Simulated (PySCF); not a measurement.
# CH7GeNOSi: the cost of one run

Computed with PySCF 2.14.0, with density-fitted response routines of our own, on a single molecule in the gas phase. Atoms are numbered from 0 throughout.

## (1) Starting geometry

12 atoms, charge 0, multiplicity 1; geometry from: GFN2-xTB. The atoms were then displaced at random by about 0.01 Å, so the start is not that level's minimum.

Bonds of the start (Å): O0–C1 1.22, C1–N2 1.34, N2–Si3 1.82, Si3–Ge4 2.29, C1–H5 1.11, N2–H6 0.98, Si3–H7 1.47, Si3–H8 1.47, Ge4–H9 1.51, Ge4–H10 1.49, Ge4–H11 1.52.

## (2) Relaxing the molecule at PBE0-D3(BJ)/def2-SVP

What the job is given:

```
{"job": {"xc": "PBE0", "basis": "def2-SVP", "d3": "d3bj", "grid": 1, "shake": 0.01, "kind": "geom"}, "charge": 0, "multiplicity": 1}
O     -0.771180     1.358950     0.840580
C     -1.654990     0.651720     0.391140
N     -1.433680    -0.470980    -0.298640
Si     0.262630    -1.027490    -0.632500
Ge     1.683510     0.505930     0.302800
H     -2.724500     0.894900     0.532600
H     -2.208040    -0.988930    -0.602660
H      0.252390    -1.138840    -2.097500
H      0.231060    -2.377910    -0.041100
H      1.643170     0.628880     1.807800
H      1.643330     1.882180    -0.256910
H      3.115980     0.053320     0.045380
```

Run with:

```sh
> OMP_NUM_THREADS=1 python probes_run.py task.json out
```

This one command runs all jobs of the session in turn.

**Question.** How long does this first job take on 1 thread of Arm Neoverse V2, shared host, and how much memory does it need?

About 64 s, with a peak of 0.53 GiB.
